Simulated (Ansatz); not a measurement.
Working through a projected density of states of EuCuSeO, space group P4/nmm

Computed with the Ansatz DFT code, driven from Python.

Contents of `eucuseo.extxyz`:
```text
8
Lattice="4.022163 0.0 0.0 0.0 4.022163 0.0 0.0 0.0 8.99274" Properties=species:S:1:pos:R:3:initial_magmoms:R:1 pbc="T T T"
Eu    2.01108150    0.00000000    5.62035459  7.00
Eu    0.00000000    2.01108150    3.37238541 -7.00
Cu    0.00000000    0.00000000    0.00000000  0.00
Cu    2.01108150    2.01108150    0.00000000  0.00
Se    2.01108150    0.00000000    1.47498022  0.00
Se    0.00000000    2.01108150    7.51775978  0.00
O     0.00000000    0.00000000    4.49637000  0.00
O     2.01108150    2.01108150    4.49637000  0.00
```

At the Python prompt:
```pycon
>>> import ansatz as az
>>> import numpy as np
>>> K_DENSITY = 3.8
>>> OCCUPATIONS = "fermi_dirac"
>>> WIDTH_EV = 0.1
>>> N_EMPTY = 22
>>> crystal = az.Crystal.from_extxyz("eucuseo.extxyz")
>>> [site.symbol for site in crystal.resolved().sites]
['Eu', 'Eu', 'Cu', 'Cu', 'Se', 'Se', 'O', 'O']
>>> setup = (
...     crystal.calculation()
...     .functional(az.Functional.R2SCAN)
...     .basis(23 * az.Ha)
...     .kpoints(density=K_DENSITY)
...     .occupations(OCCUPATIONS, width=WIDTH_EV)
...     .spin("collinear")
...     .hubbard("Eu", "f", u_eff=3.0)
...     .scf(extra_bands=N_EMPTY)
...     .density_of_states(projected=True, energy_step=0.05)
... )
>>> session = setup.session()
>>> planned = session.plan(threads=1)
>>> res = planned.execute()
RunWarning: iteration 1: there is no memory in which an SCF minimises its free energy, or in which one mixes in the place of another whose close was not accepted (`scf.algorithm`, `scf.convergence.dm_fallback`, `scf.lower_state_search`): it takes a memory limit of about 3.80 GiB, over the 2.69 GiB that it is held to. This SCF is mixed; the run can end on another state than with more memory, one [...]
RunWarning: the run takes no state from an SCF along what the orbitals of the run's state read of its open shells (or to have them read: on a GPU, or by another smearing), with 4 of the crystal's symmetry operations given up (26 k-points in place of 20): the memory left no room for the minimisation of its SCF, so that no field was tried
RunWarning: iteration 2: there is no memory for the model Hessian by which an SCF minimises its free energy: with it that takes a memory limit of about 2.99 GiB, over the 2.69 GiB that it is held to. The SCF goes on without it; the run can end on another state than with more memory. The budget is ten elevenths of this run's memory maximum, which was set by `override`, `--max-ram`. Only more of [...]
RunWarning: want of memory or of room in scratch, scratch that could not be read, a call that the GPU failed or refused, or the solve of a band table, may have decided what this run's own SCFs set out from, or what it ends on: it ended or barred a search for a lower state, a trial of integer occupations, a part of the search with frozen cores, the single point ahead of them, or the one where the [...]
>>> r = res.report
>>> r["kpoints_frac"][:4]
[[0.0, 0.0, 0.0], [0.0, 0.0, 0.3333333333333333], [0.0, 0.16666666666666666, 0.0], [0.0, 0.16666666666666666, 0.3333333333333333]]
>>> dos = res.density_of_states()
>>> energy = np.asarray(dos.energies_ev) - dos.fermi_ev
>>> curves = {}
>>> for site in res.projected_density_of_states().sites:
...     for shell in site.shells:
...         weight = sum(np.sum(curve.g_bin_mean_per_ev, axis=0) for curve in shell.curves)
...         name = f"{site.species} {shell.label}"
...         curves[name] = curves.get(name, 0) + weight
...
>>> print("E-EF   " + " ".join(f"{name:>8s}" for name in curves))
E-EF      Eu 5S    Eu 6S    Eu 5P    Eu 5D    Eu 4F    Cu 3S    Cu 4S    Cu 3P    Cu 3D    Se 4S    Se 4P    Se 3D     O 2S     O 2P
>>> for e in np.arange(-10, 4 + 0.1, 1.0):
...     print(f"{e:5.1f}  " + " ".join(f"{np.interp(e, energy, g):8.3f}" for g in curves.values()))
...
-10.0     0.000    0.000    0.000    0.000    0.000    0.000    0.000    0.000    0.000    0.000    0.000    0.000    0.000    0.000
 -9.0     0.000    0.000    0.000    0.000    0.000    0.000    0.000    0.000    0.000    0.000    0.000    0.000    0.000    0.000
 -8.0     0.000    0.000    0.000    0.000    0.000    0.000    0.000    0.000    0.000    0.000    0.000    0.000    0.000    0.000
 -7.0     0.000    0.000    0.000    0.000    0.000    0.000    0.000    0.000    0.000    0.000    0.000    0.000    0.000    0.000
 -6.0     0.000    0.000    0.000    0.000    0.000    0.000    0.000    0.000    0.000    0.000    0.000    0.000    0.000    0.000
 -5.0     0.006    0.066    0.007    0.114    0.013    0.001    0.445    0.002    0.180    0.019    1.522    0.000    0.005    0.046
 -4.0     0.046    0.262    0.081    1.053    0.424    0.000    0.213    0.007    2.526    0.013    5.207    0.000    0.011    1.630
 -3.0     0.036    0.101    0.194    1.698    2.247    0.000    0.060    0.002    2.062    0.102    1.413    0.000    0.007    7.845
 -2.0     0.004    0.036    0.051    0.339    3.439    0.001    0.134    0.001   22.983    0.135    0.674    0.000    0.012    2.470
 -1.0     0.002    0.036    0.025    0.229    2.159    0.000    0.118    0.001    4.059    0.028    1.655    0.000    0.005    1.811
  0.0     0.001    0.033    0.014    0.105    7.217    0.000    0.005    0.001    0.928    0.010    1.342    0.000    0.014    1.141
  1.0     0.000    0.000    0.000    0.000    0.000    0.000    0.000    0.000    0.000    0.000    0.000    0.000    0.000    0.000
  2.0     0.000    0.000    0.000    0.000    0.000    0.000    0.000    0.000    0.000    0.000    0.000    0.000    0.000    0.000
  3.0     0.002    0.133    0.003    0.117    0.003    0.000    0.126    0.000    0.008    0.091    0.086    0.000    0.005    0.018
  4.0     0.007    0.251    0.007    1.213    0.064    0.001    0.541    0.000    0.049    0.105    0.206    0.000    0.014    0.118
```

Notes:
- Open f shells: with a Hubbard U, without spin-orbit coupling; the state reached hangs on the start and needn't be the lowest.
- For a metal this k-point mesh is coarse: on a finer one energies can move by several to tens of meV an atom and pressures by half a GPa or more, differences at one mesh by less.
- r2SCAN tends to overestimate the moments of itinerant magnets.
- The structure comes from a database of computed cells and needn't be a stable or known phase.
- Warnings are shown shortened and without file and line.
- Curves are summed over the cell's atoms. Only shells that the potentials hold have channels, so projections don't add up to the total, least of all where a shell is missing (p of most metals); heights and places of peaks move with the mesh.
- The computed bands are complete only to about 7.9 eV above the Fermi level; beyond that the density of states is undercounted.
- Hardware and time: 39 min on 1 thread of Arm Neoverse V2, with other jobs on the host, peak memory 2.5 GiB.
